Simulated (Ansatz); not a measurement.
# SbH₂− (triplet): the correlation ladder, def2-SVPD

The task here is to estimate one member of a computed series from the others.

Program: Ansatz 0.2.0, Gaussian basis. Level of theory: def2-SVPD, core rule «outside noble gas», up to 9 orbitals frozen. These are calculated values, not measurements.

To be run: UHF; CCSD(T) on ROHF; CCSD(T) on UHF; BCCD(T) on ROHF; CISD as a restricted active space (open shells left free, so some higher excitations enter); CCSDT(Q) on ROHF; CCSDT(Q) on UHF; CASSCF and MRCISD+Q, 8 electrons in 6 orbitals; CASSCF and NEVPT2, 8 electrons in 6 orbitals.

21 further runs of the same task are left out: 10 that didn't finish, 11 set aside as unsound or not needed. Runs told in other sessions of the task aren't counted.

## The geometry

The geometry is a PBE0/def2-TZVPD stationary point (not a proven minimum). No spin-orbit coupling is included. Elements past krypton take def2 core potentials.

3 atoms, charge -1, spin multiplicity 3.

Atoms are counted from 1 here; the program's logs count them from 0.

Bond lengths: Sb1–H2 2.111 Å, Sb1–H3 2.111 Å. Angles: H2–Sb1–H3 180.0°.

Geometry (Å):

```
Sb    0.0000    0.0000    0.0000
H     0.0000    0.0000   -2.1109
H     0.0000    0.0000    2.1109
```

The first run:

The input, in.yaml:

```yaml
crystal:
  periodic: [false, false, false]
  atoms:
    - {symbol: Sb, position_ang: [0.000000, 0.000000, 0.000000]}
    - {symbol: H, position_ang: [0.000000, 0.000000, -2.110900]}
    - {symbol: H, position_ang: [0.000000, 0.000000, 2.110900]}
basis:
  gaussian: {orbitals: def2-SVPD}
total_charge: -1
magnetization: {spin_polarized: true, initial_magnetization: 2}
hamiltonian: {xc: hf}
output: {orbitals: {seedname: orbitals}}
```

Launch:

```console
$ ansatz run in.yaml --threads 1 --pin off --events-out ev --progress --plain --max-ram 2393MiB
```

Among the steps run: UHF; CCSD(T) on ROHF; CCSD(T) on UHF; BCCD(T) on ROHF; CISD as a restricted active space (open shells left free, so some higher excitations enter); CCSDT(Q) on ROHF; CCSDT(Q) on UHF; CASSCF and MRCISD+Q, 8 electrons in 6 orbitals; CASSCF and NEVPT2, 8 electrons in 6 orbitals.

One table of the session follows, with a row left open; its other results are not shown here.

It belongs to the step «Misses and costs». 

```
          method  from UCCSDT(Q) (kJ/mol)
            ROHF                   +369.0
             UHF                   +358.1
            RMP2                    +86.0
            UMP2                    +84.9
            CISD                    +33.5
           RCCSD                    +14.1
           UCCSD                        ?
        RCCSD(T)                     +4.1
        UCCSD(T)                     +2.8
         BCCD(T)                     +4.1
          RCCSDT                     +1.8
          UCCSDT                     +0.5
       RCCSDT(Q)                     +1.3
       UCCSDT(Q)                        0
  CASSCF valence                   +321.1
  NEVPT2 valence                    +79.3
  MRCISD valence                    +24.7
MRCISD+Q valence                     -0.9
```

**Question.** Estimate the row for UCCSD.

The run gave: from UCCSDT(Q) (kJ/mol): +12.6. In the column «from UCCSDT(Q) (kJ/mol)» it lies between BCCD(T) (+4.1) and RCCSD (+14.1).

To keep in mind: Restricted and unrestricted rows rest on different reference determinants; a gap between their highest levels can come from leftover correlation error, from unlike frozen cores or from another state.
